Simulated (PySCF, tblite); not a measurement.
**CH₄BrFGe: geometry, infrared bands, NMR shifts and spin-spin couplings**

Aim: predict the infrared bands, NMR shifts and spin-spin couplings of CH₄BrFGe (`F[C@@H]([GeH3])Br`).

Programs: tblite 0.8.0 and PySCF 2.14.0, with density-fitted response routines of our own. Each step states its level of theory. These are calculated values for one molecule in the gas phase, unless marked as measured. Atoms are numbered from 0 throughout.

## Step 1: The molecule as given

8 atoms, charge 0, multiplicity 1; geometry from: force field or distance geometry start.

Bonds of the start (Å): F0–C1 1.39, C1–Ge2 1.92, C1–Br3 1.95, C1–H4 1.08, Ge2–H5 1.56, Ge2–H6 1.55, Ge2–H7 1.56.

## Step 2: Optimising the geometry with GFN2-xTB

The job: settings as JSON, then the geometry in Å.

```
{"job": {"kind": "relax", "xc": "GFN2-xTB", "basis": "xTB"}, "charge": 0, "multiplicity": 1}
F      1.327900    -1.162700     0.764000
C      0.934000    -0.201100    -0.158800
Ge    -0.962400     0.052200     0.003300
Br     1.789300     1.455400     0.406900
H      1.270100    -0.499600    -1.143200
H     -1.503600     0.685100    -1.314700
H     -1.661200    -1.317600     0.193000
H     -1.185000     0.997800     1.224900
```

Command:

```console
$ OMP_NUM_THREADS=1 python probes_run.py task.json out
```

This one command runs all jobs of the session in turn.

Log:

```text
step      E/eV     max force
  0    -405.21855    2.048
  1    -405.30881    1.043
  2    -405.36027    0.486
  3    -405.37251    0.368
  4    -405.38089    0.319
  5    -405.38597    0.190
  6    -405.38951    0.268
  7    -405.39214    0.242
  8    -405.39471    0.142
  9    -405.39647    0.121
 10    -405.39738    0.079
 11    -405.39790    0.082
 12    -405.39842    0.101
 13    -405.39894    0.093
 14    -405.39935    0.064
 15    -405.39965    0.057
 16    -405.39990    0.049
 17    -405.40014    0.068
 18    -405.40041    0.068
 19    -405.40081    0.091
 20    -405.40149    0.136
 21    -405.40253    0.155
 22    -405.40356    0.120
 23    -405.40422    0.083
 24    -405.40465    0.071
 25    -405.40510    0.096
 26    -405.40584    0.121
 27    -405.40671    0.102
 28    -405.40739    0.072
 29    -405.40787    0.065
 30    -405.40840    0.100
 31    -405.40927    0.142
 32    -405.41064    0.156
 33    -405.41222    0.119
 34    -405.41351    0.083
 35    -405.41438    0.087
 36    -405.41516    0.125
 37    -405.41588    0.087
 38    -405.41647    0.102
 39    -405.41680    0.041
 40    -405.41692    0.037
 41    -405.41700    0.035
 42    -405.41723    0.058
 43    -405.41741    0.052
 44    -405.41750    0.024
 45    -405.41752    0.008
```

Run time: 0.28 s. Hardware: 1 thread of Arm Neoverse N1, shared host.

The steps of the relaxation: (not every step is listed)

```
step  energy from step 0 (eV)  largest force (eV/Å)
   0                   0.0000                2.0477
   1                  -0.0903                1.0434
   2                  -0.1417                0.4860
   3                  -0.1540                0.3683
   4                  -0.1623                0.3188
   5                  -0.1674                0.1897
   6                  -0.1710                0.2685
   7                  -0.1736                0.2420
   8                  -0.1762                0.1422
  11                  -0.1793                0.0819
  14                  -0.1808                0.0638
  17                  -0.1816                0.0684
  20                  -0.1829                0.1365
  23                  -0.1857                0.0830
  26                  -0.1873                0.1208
  29                  -0.1893                0.0645
  32                  -0.1921                0.1555
  35                  -0.1958                0.0872
  38                  -0.1979                0.1018
  40                  -0.1984                0.0375
  41                  -0.1984                0.0355
  42                  -0.1987                0.0581
  43                  -0.1989                0.0516
  44                  -0.1990                0.0242
  45                  -0.1990                0.0081
```

Close pairs (by a distance rule), those that changed most:

```
  bond  before (Å)  after (Å)  change (Å)
Ge2–H7       1.561      1.488      -0.072
C1–Ge2       1.920      1.991      +0.071
Ge2–H5       1.559      1.490      -0.069
Ge2–H6       1.549      1.494      -0.055
 F0–C1       1.390      1.360      -0.030
 C1–H4       1.082      1.093      +0.010
C1–Br3       1.948      1.957      +0.009
```

The final coordinates are the input of the step that follows.

## Step 3: Vibrational analysis with GFN2-xTB

The job: settings as JSON, then the geometry in Å.

```
{"job": {"kind": "ir", "xc": "GFN2-xTB", "basis": "xTB"}, "charge": 0, "multiplicity": 1}
F      1.367729    -1.017164     0.925849
C      0.945676    -0.241417    -0.108079
Ge    -1.020288     0.051164     0.012266
Br     1.787932     1.518543     0.042275
H      1.329374    -0.685389    -1.029747
H     -1.411447     0.925491    -1.129592
H     -1.714579    -1.270136    -0.050338
H     -1.275341     0.728321     1.312801
```

Log:

```text
mode    cm-1     km/mol
  1     101.2      0.48
  2     120.3      0.11
  3     211.5     10.10
  4     285.2     14.47
  5     439.5     19.52
  6     516.3     75.42
  7     605.2     58.49
  8     640.2     22.30
  9     742.0    288.89
 10     820.2     80.36
 11     834.0     93.68
 12    1022.5    134.44
 13    1105.5      6.19
 14    1242.2     33.92
 15    2020.3     78.73
 16    2106.0    411.43
 17    2128.7    301.49
 18    2930.1     10.89
```

It took 0.23 s on 1 thread of Arm Neoverse N1, shared host.

The strongest bands and the atoms that carry them (share of the mass-weighted mode):

```
cm⁻¹  km/mol                      atoms
 516    75.4           H5 37 %, H6 31 %
 742   288.9  H7 34 %, H5 34 %, H6 28 %
 820    80.4  H6 44 %, H5 40 %, H7 14 %
 834    93.7  H7 52 %, H5 27 %, H6 19 %
1022   134.4  C1 51 %, F0 36 %, H4 12 %
2020    78.7  H6 55 %, H5 26 %, H7 19 %
2106   411.4  H5 43 %, H6 43 %, H7 12 %
2129   301.5           H7 68 %, H5 29 %
```

## Step 4: Nuclear shieldings: PBE0/pcSseg-1

The job, as its differences from that of step 3:

```diff
@@ -1,2 +1,2 @@
-{"job": {"kind": "ir", "xc": "GFN2-xTB", "basis": "xTB"}, "charge": 0, "multiplicity": 1}
+{"job": {"kind": "nmr", "xc": "PBE0", "basis": "pcSseg-1"}, "charge": 0, "multiplicity": 1}
 F      1.367729    -1.017164     0.925849
```

Method: GIAO PBE0/pcSseg-1 NMR shielding, non-relativistic, gas phase.

Log:

```text
coarse grid: 35120 points
cycle   1  E = -4790.1951721250  dE = -1.592e+00  |g| = 1.147e+00  |ddm| = 2.687e+00
cycle   2  E = -4790.1352919302  dE =  5.988e-02  |g| = 1.117e+00  |ddm| = 9.345e-01
cycle   3  E = -4790.2639696854  dE = -1.287e-01  |g| = 2.638e-01  |ddm| = 6.821e-01
cycle   4  E = -4790.2744480475  dE = -1.048e-02  |g| = 7.814e-02  |ddm| = 1.631e-01
cycle   5  E = -4790.2751754857  dE = -7.274e-04  |g| = 1.207e-02  |ddm| = 4.567e-02
cycle   6  E = -4790.2751942162  dE = -1.873e-05  |g| = 2.920e-03  |ddm| = 9.718e-03
cycle   7  E = -4790.2751960136  dE = -1.797e-06  |g| = 1.333e-03  |ddm| = 3.515e-03
final grid: 70416 points
cycle   8  E = -4790.2752081167  dE =  4.106e-07  |g| = 1.908e-03  |ddm| = 2.743e-03
cycle   9  E = -4790.2752070860  dE =  1.031e-06  |g| = 2.844e-03  |ddm| = 4.017e-03
cycle  10  E = -4790.2752088801  dE = -1.794e-06  |g| = 1.204e-04  |ddm| = 2.497e-03
cycle  11  E = -4790.2752088826  dE = -2.452e-09  |g| = 1.624e-05  |ddm| = 7.570e-05
cycle  12  E = -4790.2752088826  dE = -4.366e-11  |g| = 4.284e-06  |ddm| = 1.295e-05
converged SCF energy = -4790.2752088826

GIAO shielding tensors (ppm)
atom      isotropic    diamagn.    paramagn.     s11        s22        s33       span
  0 F      356.528     472.650    -116.123    280.686    323.809    465.088    184.402
  1 C       79.809     243.853    -164.044     30.775     75.122    133.530    102.756
  2 Ge    1528.570    2754.672   -1226.102   1441.368   1492.563   1651.779    210.412
  3 Br    2016.851    3122.561   -1105.709   1237.753   1931.797   2881.003   1643.250
  4 H       24.640      28.207      -3.567     21.187     24.540     28.192      7.005
  5 H       27.799      28.151      -0.353     20.790     23.804     38.802     18.013
  6 H       27.544      28.178      -0.634     20.567     22.144     39.920     19.354
  7 H       27.706      28.020      -0.314     21.063     24.136     37.919     16.856
```

It took 26 s on 1 thread of Arm Neoverse N1, shared host; peak memory 0.66 GiB.

The references, computed at this level on geometries of the same kind, shield at (ppm): 1H TMS 31.72, 13C TMS 186.9, 19F CFCl3 170.9, 73Ge GeMe4 1331, 79Br HBr 2622. Their shielding less the atom's gives the shift. The references are single molecules in the gas phase, so shifts against H2O, NH3, PH3, H3PO4 or CFCl3 are not on the usual liquid scales and can be off by tens of ppm. Atoms listed in one row are averaged.

```
     atoms                                      environment  σ (ppm)  δ (ppm)
        C1                 sp3 CH bonded to Br and F and Ge     79.8    107.1
        H4  hydrogen on an sp3 CH bonded to Br and F and Ge    24.64     7.08
H5, H6, H7              hydrogen on a germanium bonded to C    27.68     4.03
        F0                        fluorine on an sp3 carbon    356.5   -185.6
       Ge2                       germanium bonded to C, 3 H     1529     -198
       Br3                              bromine bonded to C     2017      605
```

Charges from the same density, by scheme (e):

```
atoms  Mulliken    IAO  Hirshfeld  ESP fit
   F0     -0.28  -0.28      -0.10    -0.08
   C1     -0.04  -0.10       0.00    -0.28
  Ge2      0.29   0.50       0.29     0.34
  Br3     -0.15  -0.06      -0.06    -0.07
```

Mayer bond orders: F0–C1 0.89, C1–Ge2 0.79, C1–Br3 0.98.

The fields below are evaluated on a grid from the run's orbitals.

Frontier orbitals at PBE0/pcSseg-1, with the share of their density that lies nearest to each atom:

```
orbital  energy (eV)                    lies on
   HOMO        -7.91          Br3 68 %; C1 11 %
   LUMO        -0.46  Br3 39 %; C1 28 %; H4 9 %
```

ELF in a plane through or near 4 of the atoms.

Ten even steps from '0' (0.00) to '9' (1.00):
```
0000000000000000000000000000
0000000000000000000000000000
0000001233432000000000000000
0001234567775200000000000000
0013567678886300000000000000
0036786232586200112110000000
0147884665374100334321000000
0137887232451012234431000000
0025677667865531432231000000
0002332357428833445121000000
0000000144258942554132100000
0000000124217862222687410000
0000000123433333689999851000
0000000233320001899999961000
0000000233320000799999830000
0000000001100000589997300000
0000000000000000023320000000
0000000000000000000000000000
0000000000000000000000000000
0000000000000000000000000000
```
The map spans 8.8 Å across and 8.2 Å up, centred on the molecule. Atoms in the plane (x, y in Å): C1 (-0.9, -0.2), Ge2 (1.0, 0.1), Br3 (-1.8, 1.5), H6 (1.7, -1.2).

On the surface of density 0.002 e/bohr³ the electrostatic potential runs, from the 1st to the 99th percentile, from -0.79 V near F0 to 1.46 V near H4.

## Step 5: Spin-spin couplings: B3LYP/pcSseg-1+pcJ-1

The job, as its differences from that of step 4:

```diff
@@ -1,2 +1,2 @@
-{"job": {"kind": "nmr", "xc": "PBE0", "basis": "pcSseg-1"}, "charge": 0, "multiplicity": 1}
+{"job": {"kind": "j", "xc": "B3LYP", "basis": "pcJ-1"}, "charge": 0, "multiplicity": 1}
 F      1.367729    -1.017164     0.925849
```

Level: B3LYP/pcJ-1 Br:pcSseg-1 Ge:pcSseg-1 indirect spin-spin coupling, non-relativistic, gas phase.

Log:

```text
coarse grid: 35120 points
cycle   1  E = -4790.9967864687  dE = -1.594e+00  |g| = 1.223e+00  |ddm| = 2.549e+00
cycle   2  E = -4790.9152702311  dE =  8.152e-02  |g| = 1.259e+00  |ddm| = 1.018e+00
cycle   3  E = -4791.0695150422  dE = -1.542e-01  |g| = 3.100e-01  |ddm| = 7.665e-01
cycle   4  E = -4791.0830704578  dE = -1.356e-02  |g| = 9.392e-02  |ddm| = 1.824e-01
cycle   5  E = -4791.0840738854  dE = -1.003e-03  |g| = 1.555e-02  |ddm| = 5.440e-02
cycle   6  E = -4791.0841056649  dE = -3.178e-05  |g| = 4.632e-03  |ddm| = 1.368e-02
cycle   7  E = -4791.0841106574  dE = -4.992e-06  |g| = 1.624e-03  |ddm| = 5.144e-03
final grid: 70416 points
cycle   8  E = -4791.0841212267  dE =  7.152e-07  |g| = 2.424e-03  |ddm| = 3.262e-03
cycle   9  E = -4791.0841191143  dE =  2.112e-06  |g| = 3.885e-03  |ddm| = 5.269e-03
cycle  10  E = -4791.0841223949  dE = -3.281e-06  |g| = 1.992e-04  |ddm| = 3.400e-03
cycle  11  E = -4791.0841224021  dE = -7.172e-09  |g| = 3.586e-05  |ddm| = 1.326e-04
cycle  12  E = -4791.0841224023  dE = -1.673e-10  |g| = 5.489e-06  |ddm| = 2.028e-05
converged SCF energy = -4791.0841224023

Indirect spin-spin couplings (Hz)
  i      j    bonds     total        FC       PSO       DSO        SD
  0 F    1 C    1   -344.073  -343.670   -12.120     1.389    10.328
  0 F    4 H    2     52.411    49.516     5.464     0.120    -2.690
  0 F    5 H    3     27.956    30.409     0.577    -3.103     0.074
  0 F    6 H    3     -1.354    -1.705     0.780    -0.249    -0.181
  0 F    7 H    3      2.378     2.233     0.382    -0.059    -0.179
  1 C    4 H    1    185.590   183.930    -0.780     1.876     0.565
  1 C    5 H    2     14.163    14.422    -0.073    -0.241     0.055
  1 C    6 H    2     11.049    11.345    -0.000    -0.337     0.041
  1 C    7 H    2      1.698     1.969    -0.050    -0.265     0.045
  4 H    5 H    3     -0.884    -0.829     0.230    -0.319     0.033
  4 H    6 H    3     -0.811    -0.546     0.384    -0.671     0.023
  4 H    7 H    3      6.114     7.997     1.690    -3.572    -0.001
  5 H    6 H    2     10.728    14.429     1.333    -5.084     0.050
  5 H    7 H    2      6.543    10.103     1.277    -4.888     0.051
  6 H    7 H    2     11.592    15.241     1.290    -4.991     0.052
```

Run time: 56 s. Hardware: 1 thread of Arm Neoverse N1, shared host; peak memory 0.8 GiB.

A choice of the couplings up to four bonds, sorted by the number of bonds, with means over like pairs; isotopes 13C, 19F, 1H:

```
 pair  bonds  J (Hz)  Fermi contact (Hz)
F0–C1      1  -344.1              -343.7
C1–H4      1   185.6               183.9
F0–H4      2    52.4                49.5
H5–H6      2     9.6                13.3
C1–H5      2     9.0                 9.2
F0–H5      3     9.7                10.3
H4–H5      3     1.5                 2.2
```

The response was solved for the nuclei of C, F, H alone, so couplings that need other nuclei can be missing.

Quadrupole couplings from the field gradients of the same density:

```
atom  isotope  eQq/h (MHz)     η
 Br3     79Br        558.9  0.06
 Ge2     73Ge        -39.9  0.11
```

Joined with the shifts from before (PBE0/pcSseg-1, unscaled), the couplings predict the line list below for 500 MHz. Couplings to quadrupolar nuclei are left out.

1H NMR δ 7.08 (dq, J = 52.4, 1.5 Hz, 1H), 4.03 (dd, J = 9.7, 1.5 Hz, 3H).

## Step 6: Results

| quantity | value |
| --- | --- |
| strongest single infrared mode (GFN2-xTB) | 2106 cm⁻¹, 411 km/mol |
| zero-point energy (GFN2-xTB) | 25.5 kcal/mol |
| 13C shifts against TMS (PBE0/pcSseg-1) | 107.1 ppm |
| 1H shifts against TMS (PBE0/pcSseg-1, means over atoms taken as alike) | 7.08, 4.03 ppm |
| 19F shifts against CFCl3 (PBE0/pcSseg-1) | -185.6 ppm |
| 73Ge shifts against GeMe4 (PBE0/pcSseg-1) | -198 ppm |
| 79Br shifts against HBr (PBE0/pcSseg-1) | 605 ppm |
| surface potential, 1st and 99th percentile | -0.79 V and 1.46 V |
| largest coupling of the table (B3LYP/pcSseg-1+pcJ-1) | 1J(F,C) F0–C1, -344.1 Hz |

In words: The optimisation took 45 steps and gained 0.199 eV; among the close pairs (by a distance rule), Ge2–H7 changed most, from 1.561 to 1.488 Å. All 18 modes are real, so the xTB geometry is a minimum. The strongest single mode, at 2106 cm⁻¹, moves mainly H5 and H6. Unscaled tight-binding wavenumbers are off by several per cent, some by more. Its intensities can rank the bands wrongly. C1 stands next to heavy halogen, whose spin-orbit shielding this run leaves out, so the computed shift lies too far downfield, most of all for carbon beside Br or I. H4 (hydrogen on an sp3 CH bonded to Br and F and Ge) lies farthest downfield among hydrogen, at 7.08 ppm; its carbon carries Br and F, hence the downfield position. At PBE0/pcSseg-1: Shielding is most anisotropic at Br3 (span 1643 ppm, paramagnetic term -1106 ppm). By nearest atom (PBE0/pcSseg-1), the HOMO sits on Br3 68 %; C1 11 % and the LUMO on Br3 39 %; C1 28 %. Of the pairs tabulated at B3LYP/pcSseg-1+pcJ-1, F0–C1 couples most strongly (-344.1 Hz; Fermi contact -343.7 Hz). Spin-orbit coupling is left out, which matters for shieldings and couplings at and beside the heavy atoms.
